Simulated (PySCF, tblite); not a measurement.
# C₄H₁₀B₂FN: geometry, infrared bands and NMR shifts

Wanted: the infrared bands and NMR shifts of C₄H₁₀B₂FN (`BNBC(=C)[C@@H](C)F`), by calculation.

Computed with tblite 0.8.0 and PySCF 2.14.0, with density-fitted response routines of our own, on a single molecule in the gas phase. Atoms count from 0, in the outputs and in this text.

## (1) Starting geometry

18 atoms, charge 0, multiplicity 1; geometry from: force field or distance geometry start.

Bonds of the start (Å): B0–N1 1.53, N1–B2 1.51, B2–C3 1.55, C3–C4 1.35, C3–C5 1.47, C5–C6 1.50, C5–F7 1.39, B0–H8 1.20, B0–H9 1.18, N1–H10 1.06, B2–H11 1.18, C4–H12 1.07, C4–H13 1.08, C5–H14 1.10, C6–H15 1.12, C6–H16 1.09, C6–H17 1.10.

## (2) Geometry optimisation with GFN2-xTB

What the job is given:

```
{"job": {"kind": "relax", "xc": "GFN2-xTB", "basis": "xTB"}, "charge": 0, "multiplicity": 1}
B      2.678400     1.440500     0.825600
N      1.579100     0.419900     1.117600
B      1.042400    -0.004900    -0.227400
C     -0.275600    -0.807300    -0.310500
C     -0.221000    -1.990200    -0.958800
C     -1.533700    -0.368300     0.305100
C     -2.058400     0.943100    -0.202900
F     -2.469800    -1.355900     0.023900
H      2.398100     2.606600     0.898400
H      3.486200     1.194800     0.003600
H      2.051500    -0.397200     1.599100
H      1.849100    -0.227600    -1.054600
H      0.712000    -2.276000    -1.386800
H     -1.078200    -2.631700    -1.074500
H     -1.421100    -0.316500     1.400500
H     -3.094100     0.730700    -0.574900
H     -1.480100     1.389600    -1.018100
H     -2.173500     1.656800     0.623000
```

On the command line:

```
$ OMP_NUM_THREADS=1 python probes_run.py task.json out
```

One launch serves the whole session: the jobs run in the order shown.

**Question.** This job is followed by: GFN2-xTB harmonic vibrations, gas phase; GIAO PBE0/pcSseg-1 NMR shielding, non-relativistic, gas phase. What will the session give for the following? strongest single infrared mode (GFN2-xTB); zero-point energy (GFN2-xTB); ¹³C shifts against TMS (PBE0/pcSseg-1); ¹H shifts against TMS (PBE0/pcSseg-1, means over atoms taken as alike); ¹¹B shifts against BF3·OEt2 (PBE0/pcSseg-1); ¹⁵N shifts against NH3 (PBE0/pcSseg-1); ¹⁹F shifts against CFCl3 (PBE0/pcSseg-1).

**Answer**, as computed:

| quantity | value |
| --- | --- |
| strongest single infrared mode (GFN2-xTB) | 1402 cm⁻¹, 473 km/mol |
| zero-point energy (GFN2-xTB) | 87.7 kcal/mol |
| ¹³C shifts against TMS (PBE0/pcSseg-1) | 160.6, 148.9, 93.9, 26.6 ppm |
| ¹H shifts against TMS (PBE0/pcSseg-1, means over atoms taken as alike) | 7.13, 7.11, 6.62, 5.65, 5.56, 5.45, 1.44 ppm |
| ¹¹B shifts against BF3·OEt2 (PBE0/pcSseg-1) | 51.2, 46.3 ppm |
| ¹⁵N shifts against NH3 (PBE0/pcSseg-1) | 184.6 ppm |
| ¹⁹F shifts against CFCl3 (PBE0/pcSseg-1) | -214.2 ppm |

In words: Over 132 steps the energy fell by 2.432 eV; of the close pairs, B0–N1 changed most, 1.528 to 1.408 Å. All 48 modes are real, so the xTB geometry is a minimum. The strongest single mode, at 1402 cm⁻¹, has its largest shares on N1, H10, B2 and H12 (the list is cut at 4 atoms). Unscaled tight-binding wavenumbers are off by several per cent, some by more. Its intensities can rank the bands wrongly. C3 (fully substituted alkene carbon) lies farthest downfield among carbon, at 160.6 ppm; the olefinic region. At PBE0/pcSseg-1: The widest tensor belongs to N1: span 317 ppm, with a paramagnetic part of -241 ppm.
